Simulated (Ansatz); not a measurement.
The system is CsLiCr2Te2S3.

```
Cs Li Cr Te S
1.0
     3.31929    1.91639    6.87982
    -3.31929    1.91639    6.87982
     0.00000   -3.83279    6.87982
Cs Li Cr Te S
1 1 2 2 3
Direct
  0.00000 0.00000 0.00000
  0.50000 0.50000 0.50000
  0.79848 0.79848 0.79848
  0.20152 0.20152 0.20152
  0.67990 0.67990 0.67990
  0.32010 0.32010 0.32010
  0.13626 0.86374 0.50000
  0.50000 0.13626 0.86374
  0.86374 0.50000 0.13626
```

The cell was built by a generator and needn't be a form met in nature.

* Program: Ansatz 0.2.0
* Task: relaxation of cell and atoms
* Functional: r2SCAN
* Dispersion: rVV10
* Potentials or basis: Ansatz PAW
* Cutoff: 500 eV (not typed: the program's choice for these potentials)
* k mesh: 4 × 4 × 4
* Occupations: fermi-dirac, width 0.05 eV
* Spin: collinear spin, ferromagnetic start
* Starting moments: [0.0, 0.0, 3.0, 3.0, 0.0, 0.0, 0.0, 0.0, 0.0] μB

At the start: volume 29.18 Å³/atom.

Q: How do energy, volume and symmetry change on relaxing?

A: It ends after 7 steps and the volume is 27.35 Å³/atom (-6.2 %); space group R32 (No. 155, to 0.05 Å); moment 4.00 μB per cell.

The path:
```
step  energy change (eV)  largest force (eV/Å)  volume (Å³)
   1              0.0000                0.2457       262.58
   2             -0.0675                0.0249       253.10
   3             -0.0916                0.0457       243.95
   4             -0.0936                0.0151       246.21
   5             -0.0937                0.0226       246.06
   6             -0.0938                0.0011       246.18
   7             -0.0917                0.0012       246.18
```

Final structure:
```cif
data_structure
_symmetry_space_group_name_H-M 'P 1'
_symmetry_Int_Tables_number 1
_cell_length_a 7.5136
_cell_length_b 7.5136
_cell_length_c 7.5136
_cell_angle_alpha 52.369
_cell_angle_beta 52.369
_cell_angle_gamma 52.369
_cell_volume 246.18
loop_
_atom_site_label
_atom_site_type_symbol
_atom_site_fract_x
_atom_site_fract_y
_atom_site_fract_z
_atom_site_occupancy
Cs1 Cs 0.00000 0.00000 0.00000 1
Li1 Li 0.50000 0.50000 0.50000 1
Cr1 Cr 0.79609 0.79609 0.79609 1
Cr2 Cr 0.20391 0.20391 0.20391 1
Te1 Te 0.66912 0.66912 0.66912 1
Te2 Te 0.33088 0.33088 0.33088 1
S1 S 0.13824 0.86176 0.50000 1
S2 S 0.50000 0.13824 0.86176 1
S3 S 0.86176 0.50000 0.13824 1
```

Caveat: the magnetic or orbital state may not be the lowest; the plane-wave basis is chosen anew once the cell has moved, so the energies of steps on either side of that aren't comparable; only a ferromagnetic start was run, and an antiferromagnetic order may lie lower in energy; the PAW data sets come from PBE, with cores solved anew for the run's functional, which leaves a small shift of forces and pressure.
